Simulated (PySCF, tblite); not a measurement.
# C₇H₁₂N radical: geometry, infrared bands and EPR parameters

Wanted: the infrared bands and EPR parameters of C₇H₁₂N radical (`[CH2]/C=C/N1CCCC1`), by calculation.

The runs use tblite 0.8.0 and PySCF 2.14.0, with density-fitted response routines of our own; the level of theory stands in each step. All values are computed, except where a source is named. Atoms count from 0, in the outputs and in this text.

## (1) The starting structure

20 atoms, charge 0, multiplicity 2; geometry from: force field or distance geometry start.

Bonds of the start (Å): C0–C1 1.45, C1–C2 1.34, C2–N3 1.39, N3–C4 1.45, C4–C5 1.53, C5–C6 1.51, C6–C7 1.53, C7–N3 1.47, C0–H8 1.08, C0–H9 1.07, C1–H10 1.08, C2–H11 1.08, C4–H12 1.09, C4–H13 1.09, C5–H14 1.10, C5–H15 1.08, C6–H16 1.09, C6–H17 1.10, C7–H18 1.10, C7–H19 1.10.

## (2) Geometry optimisation with GFN2-xTB

What the job is given:

```
{"job": {"kind": "relax", "xc": "GFN2-xTB", "basis": "xTB"}, "charge": 0, "multiplicity": 2}
C      3.690200     0.543000     0.023500
C      2.266000     0.682200    -0.219300
C      1.376500    -0.203200     0.247400
N     -0.002400    -0.173800     0.076400
C     -0.765600     0.848000    -0.612200
C     -2.223000     0.550500    -0.268600
C     -2.221800    -0.953800    -0.096400
C     -0.886100    -1.216200     0.607900
H      4.084400    -0.290300     0.592200
H      4.353000     1.291700    -0.369800
H      1.952800     1.539100    -0.789000
H      1.696200    -1.065900     0.821200
H     -0.607400     0.758600    -1.689400
H     -0.484400     1.859800    -0.304300
H     -2.486100     1.046100     0.682800
H     -2.918000     0.896000    -1.022600
H     -2.237500    -1.443300    -1.070600
H     -3.078700    -1.323400     0.485600
H     -0.993700    -1.108200     1.695300
H     -0.519500    -2.226300     0.386400
```

Started as:

```
$ OMP_NUM_THREADS=1 python probes_run.py task.json out
```

One launch serves the whole session: the jobs run in the order shown.

The program printed:

```text
step      E/eV     max force
  0    -652.00578    3.687
  1    -652.15507    1.261
  2    -652.18422    0.471
  3    -652.19271    0.323
  4    -652.20143    0.269
  5    -652.20463    0.174
  6    -652.20863    0.201
  7    -652.21160    0.196
  8    -652.21456    0.162
  9    -652.21669    0.138
 10    -652.21816    0.116
 11    -652.21905    0.074
 12    -652.21970    0.067
 13    -652.22026    0.073
 14    -652.22084    0.087
 15    -652.22141    0.080
 16    -652.22193    0.054
 17    -652.22237    0.050
 18    -652.22274    0.046
 19    -652.22309    0.048
 20    -652.22344    0.049
 21    -652.22382    0.051
 22    -652.22424    0.056
 23    -652.22471    0.052
 24    -652.22520    0.056
 25    -652.22568    0.055
 26    -652.22612    0.051
 27    -652.22650    0.043
 28    -652.22677    0.042
 29    -652.22696    0.035
 30    -652.22710    0.025
 31    -652.22724    0.025
 32    -652.22738    0.027
 33    -652.22750    0.031
 34    -652.22761    0.027
 35    -652.22770    0.020
 36    -652.22777    0.021
 37    -652.22781    0.014
 38    -652.22783    0.012
 39    -652.22785    0.009
```

It took 0.27 s on 1 thread of Arm Neoverse V1, shared host.

Step by step: (not every step is listed)

```
step  energy from step 0 (eV)  largest force (eV/Å)
   0                   0.0000                3.6875
   1                  -0.1493                1.2605
   2                  -0.1784                0.4711
   3                  -0.1869                0.3227
   4                  -0.1957                0.2690
   5                  -0.1988                0.1739
   6                  -0.2029                0.2009
   7                  -0.2058                0.1963
   8                  -0.2088                0.1620
  10                  -0.2124                0.1163
  12                  -0.2139                0.0673
  14                  -0.2151                0.0872
  16                  -0.2162                0.0543
  18                  -0.2170                0.0463
  20                  -0.2177                0.0486
  22                  -0.2185                0.0564
  24                  -0.2194                0.0565
  26                  -0.2203                0.0514
  28                  -0.2210                0.0418
  30                  -0.2213                0.0251
  32                  -0.2216                0.0272
  34                  -0.2218                0.0269
  35                  -0.2219                0.0196
  36                  -0.2220                0.0213
  37                  -0.2220                0.0143
  38                  -0.2221                0.0117
  39                  -0.2221                0.0094
```

Distances of close pairs at the start and the end, largest changes first:

```
  bond  before (Å)  after (Å)  change (Å)
 C0–C1       1.451      1.367      -0.084
 C1–C2       1.339      1.385      +0.046
 C2–N3       1.390      1.364      -0.026
 N3–C7       1.466      1.442      -0.024
C5–H14       1.105      1.091      -0.014
 C5–C6       1.514      1.528      +0.014
C6–H17       1.100      1.088      -0.012
 C0–H8       1.083      1.076      -0.008
```

The end geometry stands in the next job.

## (3) Vibrational analysis with GFN2-xTB

What the job is given:

```
{"job": {"kind": "ir", "xc": "GFN2-xTB", "basis": "xTB"}, "charge": 0, "multiplicity": 2}
C      3.599807     0.595147    -0.013575
C      2.248968     0.663008    -0.213913
C      1.345614    -0.265112     0.275872
N     -0.005592    -0.221016     0.096659
C     -0.708175     0.834534    -0.591089
C     -2.180350     0.570522    -0.274804
C     -2.221669    -0.946369    -0.097724
C     -0.898420    -1.230253     0.610746
H      4.038436    -0.208217     0.551171
H      4.263543     1.338590    -0.412826
H      1.862898     1.492456    -0.791450
H      1.699945    -1.110071     0.846037
H     -0.522708     0.776474    -1.673572
H     -0.378981     1.817865    -0.241336
H     -2.457015     1.061031     0.659494
H     -2.842577     0.922832    -1.062863
H     -2.237886    -1.435974    -1.072308
H     -3.081924    -1.282086     0.477711
H     -1.013587    -1.128599     1.700859
H     -0.515474    -2.234084     0.403278
```

The program printed:

```text
mode    cm-1     km/mol
  1      11.8      1.28
  2      96.2      3.27
  3     130.8      1.15
  4     160.7      0.38
  5     216.9      1.90
  6     232.4      0.03
  7     359.9      0.31
  8     424.8      0.16
  9     553.0      1.01
 10     576.8      2.46
 11     649.0      0.63
 12     671.5     17.90
 13     702.5     10.88
 14     829.0      4.82
 15     873.6      1.34
 16     897.7      0.21
 17     939.2      0.28
 18     956.0     18.17
 19     971.6      0.09
 20     986.1      1.23
 21    1019.9      0.47
 22    1093.4      1.65
 23    1113.6      3.69
 24    1121.8      5.62
 25    1157.9      3.59
 26    1192.6     10.07
 27    1209.9      5.66
 28    1214.6      3.45
 29    1248.5      6.57
 30    1271.6      6.11
 31    1278.7      2.00
 32    1297.4      1.33
 33    1313.6      0.72
 34    1315.3      0.03
 35    1346.4      8.07
 36    1383.4    116.27
 37    1478.8      4.41
 38    1482.2     28.53
 39    1486.7     46.99
 40    1492.1      1.74
 41    1500.5      0.69
 42    1597.9    112.86
 43    2845.8     65.95
 44    2858.8     49.65
 45    2936.0     18.75
 46    2940.2     57.91
 47    2986.3      0.62
 48    2999.1     77.52
 49    3021.2     31.88
 50    3024.7     57.29
 51    3058.2     35.86
 52    3086.7     50.83
 53    3114.8     48.24
 54    3150.6     65.23
```

It took 0.69 s on 1 thread of Arm Neoverse V1, shared host.

The strongest bands and the atoms that carry them (share of the mass-weighted mode):

```
cm⁻¹  km/mol                               atoms
1383   116.3  N3 25 %, H9 20 %, C1 20 %, H8 10 %
1598   112.9           C2 43 %, C1 29 %, N3 17 %
2846    66.0                            H18 89 %
2940    57.9                            H19 88 %
2999    77.5                  H16 52 %, H14 40 %
3025    57.3                  H15 54 %, H17 35 %
3087    50.8                            H11 89 %
3151    65.2                    H9 71 %, H8 18 %
```

## (4) g tensor and hyperfine couplings: B3LYP/pcH-1

Settings changed since step 3:

```diff
@@ -1,2 +1,2 @@
-{"job": {"kind": "ir", "xc": "GFN2-xTB", "basis": "xTB"}, "charge": 0, "multiplicity": 2}
+{"job": {"kind": "epr", "basis": "pcH-1"}, "charge": 0, "multiplicity": 2}
 C      3.599807     0.595147    -0.013575
```

Method: UKS B3LYP, pcH-1 on C H N, non-relativistic, mean-field spin-orbit, GIAO.

The program printed:

```text
UKS, coarse grid
  cycle   1  E = -328.61222567  |g| = 3.63e-01
  cycle   2  E = -328.55475071  |g| = 4.96e-01
  cycle   3  E = -328.68388218  |g| = 1.07e-01
  cycle   4  E = -328.68878328  |g| = 5.07e-02
  cycle   5  E = -328.69013562  |g| = 1.02e-02
  cycle   6  E = -328.69021172  |g| = 6.23e-03
  cycle   7  E = -328.69024557  |g| = 2.38e-03
  cycle   8  E = -328.69025232  |g| = 1.05e-03
  cycle   9  E = -328.69025224  |g| = 3.84e-04
UKS, final grid
  cycle   1  E = -328.69030140  |g| = 5.36e-04
  cycle   2  E = -328.69030121  |g| = 8.57e-04
  cycle   3  E = -328.69030155  |g| = 5.17e-05
  cycle   4  E = -328.69030155  |g| = 2.37e-05
E = -328.69030155 Eh   <S^2> = 0.7678 (exact 0.7500)
g shifts (ppm)      1          2          3
  rmc          -163       -163       -163
  gc             -1         45         35
  oz_so          -3        632       1144
  total        -166        514       1016
hyperfine (MHz)  atom isotope    a_iso     a_fc   dipolar eigenvalues
    0   13C      48.21      48.21    -46.60    -45.03     91.63
    1   13C     -38.34     -38.34    -19.52      7.31     12.20
    2   13C      33.89      33.89    -37.86    -36.74     74.60
    3   14N       7.97       7.97    -11.14    -10.76     21.90
    4   13C      -8.77      -8.77     -1.20     -0.42      1.61
    5   13C      -0.11      -0.11     -0.44     -0.35      0.78
    6   13C       0.26       0.26     -0.44     -0.34      0.78
    7   13C      -8.93      -8.93     -1.22     -0.43      1.65
    8    1H     -35.68     -35.68    -19.85     -0.92     20.77
    9    1H     -37.98     -37.98    -23.03      0.28     22.75
   10    1H       7.76       7.76     -4.59     -0.53      5.12
   11    1H     -29.71     -29.71    -15.44     -1.73     17.17
   12    1H      26.81      26.81     -2.46     -1.70      4.16
   13    1H      16.97      16.97     -2.41     -1.77      4.18
   14    1H      -0.12      -0.12     -1.21     -1.10      2.31
   15    1H       0.65       0.65     -0.81     -0.72      1.53
   16    1H      -0.10      -0.10     -1.27     -1.13      2.40
   17    1H       0.75       0.75     -0.81     -0.72      1.53
   18    1H      27.80      27.80     -2.41     -1.84      4.25
   19    1H      15.47      15.47     -2.35     -2.03      4.38
```

It took 1.9 min on 1 thread of Arm Neoverse V1, shared host; peak memory 1.1 GiB.

Principal g values 2.00215, 2.00283, 2.00334; g(iso) = 2.00277, against 2.00232 for a free electron.

Mean a(iso) over the nuclei that a row names, and the largest dipolar term of the row (other rows stand at the frozen geometry):

```
            nuclei  isotope  a(iso) (MHz)  a(iso) (G, at g = 2.0023)  largest dipolar term (MHz)
                C0      13C          48.2                       17.2                        91.6
                C1      13C         -38.3                      -13.7                       -19.5
            H8, H9       1H         -36.8                      -13.1                       -23.0
                C2      13C          33.9                       12.1                        74.6
               H11       1H         -29.7                      -10.6                        17.2
H12, H13, H18, H19       1H          21.8                        7.8                         4.4
            C4, C7      13C          -8.8                       -3.2                         1.6
                N3      14N           8.0                        2.8                        21.9
               H10       1H           7.8                        2.8                         5.1
H14, H15, H16, H17       1H           0.3                        0.1                         2.4
            C5, C6      13C           0.1                        0.0                         0.8
```

Mulliken spin populations:

C0 0.61; C1 -0.19; C2 0.46; N3 0.15; C4 -0.02; C5 0.00; C6 0.00; C7 -0.02; H8 -0.03; H9 -0.03; H10 0.01; H11 -0.02; H12 0.02; H13 0.02; H14 0.00; H15 0.00; H16 0.00; H17 0.00; H18 0.02; H19 0.01

In first order the couplings over 0.8 MHz of 1H, 14N give 132 distinct lines over 76.4 G, if the averaged nuclei exchange fast.

The fields below are evaluated on a grid from the run's orbitals.

ELF in a plane through or near 14 of the atoms.

Values, 10 rows by 14 columns:
```
0.00 0.00 0.00 0.00 0.00 0.00 0.00 0.00 0.00 0.00 0.00 0.00 0.00 0.00
0.00 0.00 0.00 0.00 0.00 0.00 0.00 0.00 0.00 0.00 0.00 0.00 0.00 0.00
0.00 0.00 0.00 0.00 0.05 0.09 0.02 0.10 0.01 0.63 0.51 0.00 0.00 0.00
0.00 0.00 0.83 0.11 0.75 0.99 0.06 0.74 0.42 0.99 0.96 0.02 0.00 0.00
0.00 0.09 0.99 0.86 0.58 0.77 0.03 0.51 0.87 0.47 0.13 0.00 0.00 0.00
0.00 0.01 0.19 0.23 0.73 0.86 0.73 0.38 0.21 0.20 0.85 0.27 0.00 0.00
0.00 0.00 0.64 1.00 0.06 0.85 0.52 0.60 0.42 0.64 1.00 0.75 0.00 0.00
0.00 0.00 0.16 0.79 0.01 0.99 0.50 0.67 0.84 0.04 0.36 0.03 0.00 0.00
0.00 0.00 0.00 0.00 0.00 0.07 0.00 0.16 0.25 0.00 0.00 0.00 0.00 0.00
0.00 0.00 0.00 0.00 0.00 0.00 0.00 0.00 0.00 0.00 0.00 0.00 0.00 0.00
```
The map spans 14.0 Å across and 9.4 Å up, centred on the molecule. Atoms in the plane (x, y in Å): C0 (-3.6, 0.0), C1 (-2.3, 0.3), C2 (-1.3, -0.6), N3 (0.0, -0.3), C4 (0.6, 1.1), C5 (2.1, 0.9), C6 (2.3, -0.5), C7 (1.1, -1.2), H8 (-4.0, -1.0), H9 (-4.4, 0.7), H10 (-2.1, 1.4), H11 (-1.5, -1.6), H15 (2.7, 1.7), H17 (3.2, -0.9).

log10 of the density (e/Å³) in the same plane.

Ten even steps from '0' (-4.0) to '9' (1.6):
```
0000000000000000000000000000
0000000000000000000000000000
0000000000000111111100000000
0000000011112222222221000000
0000011122323343334432000000
0001222344444555556643100000
0012344456654666667754200000
0024566567755678777754200000
0124677677755677777653200000
0124577779766777677654210000
0023568777787997678765310000
0013467766797777778775320000
0013467655776668977765310000
0002355545675567765554310000
0001234334555456654433200000
0000112222333345543221000000
0000000011222234332100000000
0000000000011122211000000000
0000000000000000000000000000
0000000000000000000000000000
```
The map spans 14.0 Å across and 9.4 Å up, centred on the molecule. Atoms in the plane (x, y in Å): C0 (-3.6, 0.0), C1 (-2.3, 0.3), C2 (-1.3, -0.6), N3 (0.0, -0.3), C4 (0.6, 1.1), C5 (2.1, 0.9), C6 (2.3, -0.5), C7 (1.1, -1.2), H8 (-4.0, -1.0), H9 (-4.4, 0.7), H10 (-2.1, 1.4), H11 (-1.5, -1.6), H15 (2.7, 1.7), H17 (3.2, -0.9).

On the surface of density 0.002 e/bohr³ the electrostatic potential runs, from the 1st to the 99th percentile, from -1.23 V near C0 to 0.82 V near H17.

The spin density lies nearest to C0, C2 about 28 % each; N3 14 %; C1 8 % (beta excess).

## (5) What came out

```
                                 quantity                  value
strongest single infrared mode (GFN2-xTB)  1383 cm⁻¹, 116 km/mol
             zero-point energy (GFN2-xTB)         108.5 kcal/mol
                           g(iso) (B3LYP)                2.00277
                                     ⟨S²⟩     0.768 (exact 0.75)
       largest a(iso) (averaged by class)    13C on C0, 48.2 MHz
    surface potential, 1st and 99th percentile     -1.23 V and 0.82 V
```

What this shows: Relaxing lowered the energy by 0.222 eV in 39 steps; the close pair that moved most is C0–C1, from 1.451 to 1.367 Å. All 54 modes are real, so the xTB geometry is a minimum. The strongest single mode, at 1383 cm⁻¹, is carried by N3, H9, C1, H8. GFN2-xTB is a fitted tight-binding method: band positions and strengths are rough. Its intensities can rank the bands wrongly. The largest spin populations lie on C0 (0.61 e), C2 (0.46 e). The isotropic g lies 0.5 ppt above the free-electron value.
